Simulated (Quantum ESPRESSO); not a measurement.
**CaMn2Bi2 under changes of volume**

One of the cells (28.652 Å³/atom); the others are scaled copies at fixed shape and fractional positions:

```
CELL_PARAMETERS angstrom
4.62638 0.00000 0.00000
-2.31319 4.00656 0.00000
0.00000 0.00000 7.72879
ATOMIC_POSITIONS crystal
Bi 0.33333 0.66667 0.75119
Bi 0.66667 0.33333 0.24881
Mn 0.33333 0.66667 0.37927
Mn 0.66667 0.33333 0.62074
Ca 0.00000 0.00000 0.00000
```

The cell is a database's computed one.

| Quantity | Value |
| --- | --- |
| Program | Quantum ESPRESSO 7.5 |
| Functional | LDA |
| Potentials or basis | PseudoDojo 0.4.1 SR LDA standard |
| Cutoff | 1306 eV |
| Density cutoff | 5225 eV |
| k mesh | 3 × 3 × 2 |
| Occupations | fermi-dirac, width 0.05 eV |
| Spin | collinear spin, ferromagnetic start |
| Starting moments | [0.0, 0.0, 4.0, 4.0, 0.0] μB |

```csv
volume (Å³/atom),energy over the lowest point (meV/atom),pressure (GPa),moment (μB per cell),largest force (eV/Å)
26.933,0.00,-4.2,7.93,0.459
27.506,?,?,?,?
28.079,35.52,-5.1,8.30,0.442
28.652,54.06,-5.3,8.62,0.391
29.225,72.55,-5.5,8.88,0.361
29.798,91.83,-5.8,9.07,0.354
30.371,112.42,-6.1,9.19,0.360
```

**Question.** What does the run at 27.506 Å³/atom give?

**Answer.** Energy over the lowest point 16.94 meV/atom; pressure -4.8 GPa; moment 8.05 μB per cell; largest force 0.474 eV/Å.

Worked out: A Birch-Murnaghan fit of order 3 (a polynomial in V^(-2/3)) to the other rows has no minimum within the range. It gives 17.84 meV/atom at 27.506 Å³/atom, against the run's 16.94, and -dE/dV = -5.0 GPa, against -4.8. A parabola through the other rows of the moment, of slope 0.422 μB per Å³/atom there, gives 8.15 μB, against the run's 8.05.

Energies are extrapolated to zero smearing.

Caveats: all runs use coarse meshes.
